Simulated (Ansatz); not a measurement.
# CH3BFN: vertical ionisation energy

How much energy removes an electron from CH3BFN at fixed geometry? The cation is run at each level and the neutral's energy taken from earlier runs.

Computed with Ansatz 0.2.0, Gaussian basis. Level: unrestricted cation, the program's frozen cores in correlated methods.

Levels to be run: UKS PBE-D4/def2-TZVPP; UKS r2SCAN-D4/def2-TZVPP; UKS PBE0-D4/def2-TZVPP; UKS B3LYP-D4/def2-TZVPP; UKS wB97X-V/def2-TZVPP; UKS wB97M-V/def2-TZVPP; UKS B2PLYP/def2-TZVPP; UHF-CCSD(T)/def2-TZVPP; UHF-MP2/def2-QZVPP; extrapolation to the limit; then −ε(HOMO) from the neutral's earlier runs with LDA (SPW92), PBE-D4, revPBE-D4, BLYP-D4, r2SCAN-D4, B97M-V, PBE0-D4, B3LYP-D4, r2SCANh-D4, r2SCAN0-D4, HSE06-D4, BHLYP-D4, CAM-B3LYP-D4, LC-ωPBE, ωB97X-V, ωB97M-V.

**1. The relaxed structure**

All runs share one geometry, relaxed beforehand with PBE0-D4 in a triple-zeta def2 set.

SMILES `BN=CF`, 7 atoms, charge 0, spin multiplicity 1.

Atoms are counted from 1 here; the program's logs count them from 0.

Bond lengths: B1–N2 1.364 Å, B1–H5 1.196 Å, B1–H6 1.196 Å, N2–C3 1.223 Å, C3–F4 1.339 Å, C3–H7 1.088 Å. Angles: N2–B1–H5 118.8°, N2–B1–H6 118.8°, H5–B1–H6 122.5°, B1–N2–C3 178.6°, N2–C3–F4 122.5°, N2–C3–H7 126.7°, F4–C3–H7 110.8°.

**2. Cation, UKS PBE-D4/def2-TZVPP**

in.yaml reads:

```yaml
crystal:
  periodic: [false, false, false]
  atoms:
    - {symbol: B, position_ang: [-0.480499, 1.089841, 0.570947]}
    - {symbol: N, position_ang: [0.018610, -0.008433, -0.066468]}
    - {symbol: C, position_ang: [0.466837, -1.006899, -0.611695]}
    - {symbol: F, position_ang: [0.739898, -2.131981, 0.060663]}
    - {symbol: H, position_ang: [0.284414, 1.897132, 1.009941]}
    - {symbol: H, position_ang: [-1.666267, 1.214220, 0.659762]}
    - {symbol: H, position_ang: [0.698208, -1.121980, -1.669049]}
basis:
  gaussian: {orbitals: def2-TZVPP}
total_charge: 1
magnetization: {spin_polarized: true, initial_magnetization: 1}
hamiltonian: {xc: pbe, dispersion: d4}
```

Further steps of the session: Cation, UKS r2SCAN-D4/def2-TZVPP; Cation, UKS PBE0-D4/def2-TZVPP; Cation, UKS B3LYP-D4/def2-TZVPP; Cation, UKS wB97X-V/def2-TZVPP; Cation, UKS wB97M-V/def2-TZVPP; Cation, UKS B2PLYP (frozen core)/def2-TZVPP; Cation, UHF-CCSD(T)/def2-TZVPP; Cation, UHF-MP2/def2-QZVPP.

Before running them: what should the planned runs give, taken together? Wanted: ionisation energy, CCSD(T)/CBS; nearest functional by difference; nearest −ε(HOMO); −ε(HOMO) of PBE; T1 of the cation.

The runs gave:

| quantity | value |
| --- | --- |
| ionisation energy, CCSD(T)/CBS | 11.57 eV |
| nearest functional by difference | B2PLYP (-0.17 eV) |
| nearest −ε(HOMO) | LC-ωPBE (-0.24 eV) |
| −ε(HOMO) of PBE | 7.29 eV |
| T1 of the cation | 0.022 |

**Reading.** By cation minus neutral, the functionals miss by 0.86 eV at most. −ε(HOMO) of PBE misses by 4.3 eV, since self-interaction lifts the level. Among orbital estimates LC-ωPBE comes nearest. Hartree-Fock falls 1.67 eV short, as the neutral has more correlation energy than the cation.
